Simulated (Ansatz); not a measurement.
# CO: a short molecular-dynamics run

All numbers below are computed with Ansatz 0.2.0 (DFT PBE, plane waves, PAW, scalar-relativistic, no spin polarisation).

## Step 1: The system as given

The cell holds 8 atoms (C4O4): a = 5.688 Å, b = 5.603 Å, c = 5.618 Å, α = 90.57°, β = 88.37°, γ = 91.99°.

Coordinates:

```
CELL_PARAMETERS angstrom
5.68618 -0.09764 0.08013
-0.09764 5.60216 -0.02725
0.08013 -0.02725 5.61763
ATOMIC_POSITIONS crystal
C 0.96145 0.96006 0.95985
C 0.54225 0.04163 0.45557
C 0.45614 0.54217 0.04672
C 0.04077 0.45268 0.53774
O 0.06663 0.06515 0.06955
O 0.43268 0.93496 0.56514
O 0.56843 0.43142 0.93081
O 0.93080 0.56937 0.42944
```

## Step 2: Dynamics

input.yaml

```yaml
crystal:
  lattice:
    - [5.68617976, -0.09764131, 0.08012774]
    - [-0.09764131, 5.60215875, -0.02724892]
    - [0.08012774, -0.02724892, 5.61762757]
  atoms:
    - { symbol: C, position: [0.96145133, 0.96006342, 0.95985203] }
    - { symbol: C, position: [0.54224854, 0.04162854, 0.45556539] }
    - { symbol: C, position: [0.45614277, 0.54216541, 0.04672028] }
    - { symbol: C, position: [0.04077441, 0.45268141, 0.53773838] }
    - { symbol: O, position: [0.06663431, 0.06514707, 0.06955039] }
    - { symbol: O, position: [0.43267707, 0.93496393, 0.56513593] }
    - { symbol: O, position: [0.56842699, 0.43141829, 0.93080618] }
    - { symbol: O, position: [0.93080221, 0.56937401, 0.42944391] }
kpoints:
  mp_grid: { grid: [3, 3, 3] }
magnetization:
  spin_polarized: false
scf:
  occupations: { method: gaussian, width: 0.1 }
hamiltonian:
  pseudopotentials: { kind: paw }
  xc: pbe
basis:
  ecutwfc: 420
md:
  timestep: 1.5
  n_steps: 30
  ensemble: nve
  temperature: 2000.0
  initial_velocities: maxwell_boltzmann
  seed: 38757
```

On the command line:

```sh
$ ansatz run input.yaml --threads 2 --pin off --max-ram 2560MiB --backend cpu --events-out ev --progress --plain --runs-dir out
```

**Question.** How long does this run take on 2 threads of Arm Neoverse V2, shared host, and how much memory does it need?

About 1.7 min, with a peak of 0.41 GiB.
